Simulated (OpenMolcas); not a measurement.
# V²⁺ among point charges: CASSCF levels and susceptibility

How does a field of 6 point charges split the states of V²⁺, and what χT follows?

Program: OpenMolcas 26.06. Level of theory: state-averaged CASSCF, spin-orbit coupling by RASSI with atomic mean-field integrals. These are calculated values, not measurements, unless marked.

1 further run of the same task is left out (it didn't finish).

**1. What is computed**

```
Species                           : V²⁺ (vanadium, Z = 23, 21 electrons)
Basis                             : ANO-RCC-VDZP [5s4p2d1f], 34 functions
Scalar Hamiltonian                : DKH2, point nucleus
Inactive shells                   : 1s 2s 2p 3s 3p
Active space                      : 3 electrons in 5 orbitals (3d)
Some configurations of this space : 3d3
Orbitals                          : optimised for each spin and parity, averaged over all roots
```

Outer shells as boxes (Hund's rule):

3d3
```
3d [↑ ][↑ ][↑ ][  ][  ]
```

The ion sits among 6 point charges of -2.2 e arranged as an octahedron (Oh), 1.98 Å from the ion. The active orbitals were held to one l.

The work runs as a chain of OpenMolcas steps in one folder; each step below is one input file. Labels, J, g values, rates, χT and fits are worked out afterwards by a script from the matrices that RASSI stores. The input lists half of the charges; inversion (Group=XYZ) makes the rest.

**2. One- and two-electron integrals**

a.inp reads:

```
&GATEWAY
Coord
1

V 0.0 0.0 0.0
Basis=ANO-RCC-VDZP
Group=XYZ
NoMove
AngMom=0.0 0.0 0.0
AMFI
XField
3 Angstrom 0
1.980000 0.000000 0.000000 -2.200000
0.000000 1.980000 0.000000 -2.200000
0.000000 0.000000 1.980000 -2.200000
&SEWARD
```

Started as:

```console
> OMP_NUM_THREADS=1 MOLCAS_MEM=1689 MOLCAS_PROJECT=a pymolcas a.inp > a.log
```

**3. Reference wave functions, quartets of even parity, 10 roots**

a.inp reads:

```
&RASSCF
FileOrb=start.orb
Symmetry=1
Spin=4
nActEl=3 0 0
Inactive=3 6
Ras2=5 0
CIRoot=10 10 1
SDav=10
CIMx=300
Iter=120 100
PrWF=0.3
OrbListing=Nothing
MaxOrb=0
SupSym
1
10 4 5 6 7 8 11 12 13 14 15
0
>>> COPY $Project.JobIph JOB001
```

start.orb holds the contracted functions of the basis, ordered by shell, or the orbitals of the step before.

**4. Reference wave functions, doublets of even parity, 40 roots**

a.inp reads:

```
&RASSCF
FileOrb=start.orb
Symmetry=1
Spin=2
nActEl=3 0 0
Inactive=3 6
Ras2=5 0
CIRoot=40 40 1
SDav=40
CIMx=300
Iter=120 100
PrWF=0.3
OrbListing=Nothing
MaxOrb=0
SupSym
1
10 4 5 6 7 8 11 12 13 14 15
0
>>> COPY $Project.JobIph JOB002
```

**5. RASSI: spin-orbit coupling between the states**

a.inp reads:

```
&RASSI
NrOfJobIphs=2 10 40
1 2 3 4 5 6 7 8 9 10
1 2 3 4 5 6 7 8 9 10 11 12 13 14 15 16 17 18 19 20 21 22 23 24 25 26 27
28 29 30 31 32 33 34 35 36 37 38 39 40
IphNames
JOB001
JOB002
EJob
SpinOrbit
DIPRint=1.0
SOCoupling=1000.0
Subsets=2
Property=9
'ANGMOM' 1 'ANGMOM' 2 'ANGMOM' 3 'MLTPL  1' 1 'MLTPL  1' 2 'MLTPL  1' 3
'AMFI' 1 'AMFI' 2 'AMFI' 3
SOProperty=3
'ANGMOM' 1 'ANGMOM' 2 'ANGMOM' 3
```

Q: Predict the outcome of this session. Wanted: spin-free ground state; first state of the same spin within the active space; lowest level; next level.

As calculated:

| quantity | value |
| --- | --- |
| method | CASSCF |
| spin-free ground state | 4A2, 1-fold in its orbital part |
| first state of the same spin within the active space | 4T2 at 9600 cm⁻¹ |
| lowest level | 4-fold Γ8 |
| next level | 9541.8 cm⁻¹ |
| χT at 300 K | 1.85 cm³ K/mol |
| effective moment at 300 K | 3.85 μB |

What this shows: The spin-free ground state (4A2) comes to 100 % from free-ion F terms and keeps the highest spin of the shell. χT at 300 K is 1.85, against 1.88 cm³ K/mol for the spin alone; near agreement at one temperature doesn't show that the orbital moment is quenched. The field of point charges can differ much from that of real complexes. Point charges carry no covalency, so the field is a model and not that of real ligands.
